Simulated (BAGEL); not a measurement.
**HF/3-21G (density fitting with qzvpp-jkfit) run of BH2Br (SMILES BBr)**

Aim: the vertical singlet–triplet gap of BH2Br at HF/3-21G (density fitting with qzvpp-jkfit), from 2 runs. 

The calculation is run with BAGEL 1.2.2.

3 further runs of the same task are left out: 3 set aside as unsound or not needed.

## 1. Starting point

BH2Br has 4 atoms, charge 0, and is taken as a singlet. SMILES: `BBr`. The shape is that of a PBE0-D4/def2-TZVP optimisation.

Bond lengths: B1–Br2 1.891 Å, B1–H3 1.188 Å, B1–H4 1.188 Å. Angles: Br2–B1–H3 117.8°, Br2–B1–H4 117.8°, H3–B1–H4 124.3°.

## 2. A single-point energy at HF/3-21G (density fitting with qzvpp-jkfit)

File input.json:

```json
{ "bagel": [

{
  "title": "molecule",
  "basis": "3-21g",
  "df_basis": "qzvpp-jkfit",
  "angstrom": "true",
  "geometry": [
    { "atom": "B", "xyz": [   -0.153900,    0.025000,   -0.096900 ] },
    { "atom": "Br", "xyz": [    1.470100,   -0.363400,    0.790800 ] },
    { "atom": "H", "xyz": [   -1.111200,   -0.617300,    0.191700 ] },
    { "atom": "H", "xyz": [   -0.149500,    0.895400,   -0.905900 ] }
  ]
},
{
  "title": "hf"
},
{
  "title": "print",
  "file": "orbitals.molden",
  "orbitals": "true"
}

]}
```

Run with:

```sh
$ BAGEL_NUM_THREADS=1 BAGEL input.json > input.out
```

What it wrote:

```text
* using 1 threads per process

  ===============================================================
  ===============================================================

  *** Geometry ***

  { "atom" : "B", "xyz" : [     -0.290829,      0.047243,     -0.183114 ] },
  { "atom" : "Br", "xyz" : [      2.778086,     -0.686726,      1.494395 ] },
  { "atom" : "H", "xyz" : [     -2.099864,     -1.166528,      0.362260 ] },
  { "atom" : "H", "xyz" : [     -0.282514,      1.692061,     -1.711903 ] },

  Number of auxiliary basis functions:      377

  Since a DF basis is specified, we compute 2- and 3-index integrals:
    o Being stored without compression. Storage requirement is 0.004 GB

  Number of basis functions:       35
  Number of electrons      :       42

    * METHOD: MOLECULE                             0.09

  *** RHF ***

  === Nuclear Repulsion ===
    67.5893265299

      * DIIS with orbital gradients will be used.

  === RHF iteration (3-21g) ===
      0      -2585.72431809          0.01155208           0.01
      1      -2585.74927157          0.00392766           0.01
      2      -2585.75189574          0.00106490           0.01
      3      -2585.75215595          0.00010109           0.01
      4      -2585.75216012          0.00002729           0.01
      5      -2585.75216049          0.00000730           0.01
      6      -2585.75216051          0.00000090           0.01
      7      -2585.75216051          0.00000015           0.01
      8      -2585.75216051          0.00000002           0.01
      9      -2585.75216051          0.00000001           0.01
    * SCF iteration converged.

    * Permanent dipole moment:
           (    0.381972,    -0.091305,     0.208925) a.u.

    * METHOD: HF                                   0.23

    * METHOD: PRINT                                0.00

  ===============================================================
```

It took 0.44 s on 1 thread of Arm Neoverse V1, shared host.

## 3. The triplet at the same level

File hf.json:

```json
{ "bagel" : [

{
  "title" : "molecule",
  "basis" : "3-21g",
  "df_basis" : "qzvpp-jkfit",
  "angstrom" : true,
  "geometry" : [
    { "atom" : "B", "xyz" : [   -0.153900,    0.025000,   -0.096900 ] },
    { "atom" : "Br", "xyz" : [    1.470100,   -0.363400,    0.790800 ] },
    { "atom" : "H", "xyz" : [   -1.111200,   -0.617300,    0.191700 ] },
    { "atom" : "H", "xyz" : [   -0.149500,    0.895400,   -0.905900 ] }
  ]
},
{
  "title" : "uhf",
  "nopen" : 2
},
{
  "title" : "print",
  "file" : "orbitals.molden",
  "orbitals" : true
}

]}
```

Run with:

```sh
$ BAGEL_NUM_THREADS=1 BAGEL hf.json > hf.out
```

What it wrote:

```text
* using 1 threads per process

  ===============================================================
  ===============================================================

  *** Geometry ***

  { "atom" : "B", "xyz" : [     -0.290829,      0.047243,     -0.183114 ] },
  { "atom" : "Br", "xyz" : [      2.778086,     -0.686726,      1.494395 ] },
  { "atom" : "H", "xyz" : [     -2.099864,     -1.166528,      0.362260 ] },
  { "atom" : "H", "xyz" : [     -0.282514,      1.692061,     -1.711903 ] },

  Number of auxiliary basis functions:      377

  Since a DF basis is specified, we compute 2- and 3-index integrals:
    o Being stored without compression. Storage requirement is 0.004 GB

  Number of basis functions:       35
  Number of electrons      :       42

    * METHOD: MOLECULE                             0.09

  *** Open-shell HF ***

  === Nuclear Repulsion ===
    67.5893265299

      * DIIS with orbital gradients will be used.

  === UHF iteration (3-21g) ===
      0      -2585.55230449          0.01927946           0.03
      1      -2585.57559459          0.00629078           0.03
      2      -2585.58016153          0.00346519           0.03
      3      -2585.58322528          0.00271858           0.03
      4      -2585.58554332          0.00196751           0.03
      5      -2585.58788565          0.00104229           0.03
      6      -2585.58786583          0.00058696           0.03
      7      -2585.58799880          0.00010389           0.03
      8      -2585.58800256          0.00001771           0.03
      9      -2585.58800352          0.00000702           0.03
     10      -2585.58800357          0.00000177           0.03
     11      -2585.58800358          0.00000045           0.03
     12      -2585.58800358          0.00000008           0.03
     13      -2585.58800358          0.00000004           0.03
     14      -2585.58800358          0.00000003           0.03
     15      -2585.58800358          0.00000002           0.03
     16      -2585.58800358          0.00000001           0.03
    * SCF iteration converged.

    * S^2 (UHF) is 2.0083

    * Permanent dipole moment:
           (   -1.091220,     0.260840,    -0.596638) a.u.

    * METHOD: UHF                                  0.54

    * METHOD: PRINT                                0.00

  ===============================================================
```

Wall time 0.77 s (1 thread of Arm Neoverse V1, shared host).

## 4. Summary of results

Level: HF/3-21G (density fitting with qzvpp-jkfit).

| quantity | value |
| --- | --- |
| singlet: total energy | -2585.75216 Eh |
| singlet: dipole moment | 1.13 D |
| singlet: HOMO energy | -10.94 eV |
| singlet: LUMO energy | 1.80 eV |
| singlet: HOMO–LUMO gap | 12.73 eV |
| triplet: total energy | -2585.58800 Eh |
| triplet: dipole moment | 3.23 D |
| triplet: ⟨S²⟩ | 2.008 |
| vertical energy of the triplet above the singlet | 4.467 eV |

In words: At this shape the triplet lies 4.47 eV (103 kcal/mol) above the singlet.
